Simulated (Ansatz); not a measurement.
Write the native input for Ansatz 0.2.0 that does the following.

```
Task                                : band structure
Functional                          : PBE
Potentials or basis                 : Ansatz PAW
Cutoff                              : 420 eV (not typed: the program's choice for these potentials)
k mesh                              : 5 × 5 × 4
Occupations                         : fermi-dirac, width 0.05 eV
Spin                                : no spin polarisation
Path                                : [["X", "G", "Y"], ["L", "G", "Z"], ["N", "G", "M"], ["R", "G"]]
Points for each segment of the path : 10
```

The system is Ge2Sb2Te5.

```
Te Sb Ge
1.0
     6.83914   -3.06601    0.00000
     6.83914    3.06601    0.00000
    -6.83098    0.00000    6.84761
Te Sb Ge
5 2 2
Direct
  0.59470 0.59470 0.38643
  0.79529 0.79529 0.19611
  0.00832 0.00832 0.00643
  0.20652 0.20652 0.80980
  0.39996 0.39996 0.59712
  0.90171 0.90171 0.58787
  0.11187 0.11187 0.41735
  0.28429 0.28429 0.18783
  0.49734 0.49734 0.01104
```

The cell comes from a database or a generator and needn't be the stable form of this composition.

One way to write it, as run:

input.yaml

```yaml
crystal:
  lattice:
    - [6.839136, -3.066006, 0.0]
    - [6.839136, 3.066006, 0.0]
    - [-6.830977, 0.0, 6.847609]
  atoms:
    - { symbol: Te, position: [0.594702, 0.594702, 0.386433] }
    - { symbol: Te, position: [0.795288, 0.795288, 0.196112] }
    - { symbol: Te, position: [0.008324, 0.008324, 0.006435] }
    - { symbol: Te, position: [0.206519, 0.206519, 0.809803] }
    - { symbol: Te, position: [0.399959, 0.399959, 0.597118] }
    - { symbol: Sb, position: [0.901708, 0.901708, 0.587873] }
    - { symbol: Sb, position: [0.11187, 0.11187, 0.417352] }
    - { symbol: Ge, position: [0.284287, 0.284287, 0.18783] }
    - { symbol: Ge, position: [0.497343, 0.497343, 0.011044] }
hamiltonian:
  xc: pbe
  pseudopotentials: { kind: paw }
kpoints:
  mp_grid: { grid: [5, 5, 4] }
  band_path:
    path:
      - [[-0.5, -0.5, 0.5], [0.0, 0.0, 0.0], [0.0, 0.0, -0.5]]
      - [[-0.5, -0.5, 0.0], [0.0, 0.0, 0.0], [0.5, 0.0, 0.0]]
      - [[0.0, -0.5, 0.5], [0.0, 0.0, 0.0], [0.5, 0.0, -0.5]]
      - [[0.0, -0.5, 0.0], [0.0, 0.0, 0.0]]
    npoints: 10
scf:
  occupations: { method: fermi_dirac, width: 0.05 }
  n_extra_bands: 22
output:
  forces: true
  stress: true
  eigenvalues: true
  fatbands: false
```

Potentials or basis: Ansatz PAW.

Command:

```sh
$ ansatz run input.yaml --threads 4 --pin off --max-ram 11264MiB --backend cpu --events-out ev --progress --plain --runs-dir out
```

Results of the run:

```yaml
Pressure: -0.1 GPa
Largest_force: 0.196 eV/Å
Band_gap_on_the_k_mesh: 0.26 eV, indirect (least direct gap 0.33 eV)
Band_gap_along_the_path: 0.05 eV, direct
```

Caveat: the k mesh misses the band edges, so the gap on the mesh is wider than the one along the path; spin-orbit coupling is left out, which moves the levels of the heavy elements.

Wall time 78 s on 4 threads of Arm Neoverse V1 (shared host), peak memory 1.6 GiB.
